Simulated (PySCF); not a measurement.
# CH9OPSi2: the cost of one run

Computed with PySCF 2.14.0, with density-fitted response routines of our own, on a single molecule in the gas phase. Atoms are numbered from 0 throughout.

## (1) Starting geometry

14 atoms, charge 0, multiplicity 1; geometry from: GFN2-xTB. The atoms were then displaced at random by about 0.01 Å, so the start is not that level's minimum.

Bonds of the start (Å): Si0–C1 1.89, C1–O2 1.40, O2–Si3 1.65, Si3–P4 2.20, Si0–H5 1.47, Si0–H6 1.46, Si0–H7 1.49, C1–H8 1.07, C1–H9 1.10, Si3–H10 1.49, Si3–H11 1.47, P4–H12 1.37, P4–H13 1.36.

## (2) Geometry optimisation at PBE0-D3(BJ)/def2-SVP

The job: settings as JSON, then the geometry in Å.

```
{"job": {"xc": "PBE0", "basis": "def2-SVP", "d3": "d3bj", "grid": 1, "shake": 0.01, "kind": "geom"}, "charge": 0, "multiplicity": 1}
Si    -2.340320     0.487460     0.149090
C     -1.200050    -0.584400    -0.904400
O      0.098010    -0.075880    -0.962250
Si     1.330160    -0.228830     0.127130
P      2.932890     0.862620    -0.913740
H     -3.691600    -0.093100     0.054000
H     -1.885680     0.506390     1.531580
H     -2.347930     1.872510    -0.405870
H     -1.549120    -0.625180    -1.917360
H     -1.176500    -1.607060    -0.507800
H      0.972730     0.396800     1.428310
H      1.577780    -1.646390     0.426990
H      3.676720     0.977010     0.231140
H      3.595760    -0.257030    -1.319630
```

Command:

```console
$ OMP_NUM_THREADS=1 python probes_run.py task.json out
```

The driver reads the jobs from task.json and runs them one after another.

**Question.** How long does this first job take on 1 thread of Arm Neoverse V1, shared host, and how much memory does it need?

About 78 s, with a peak of 0.53 GiB.
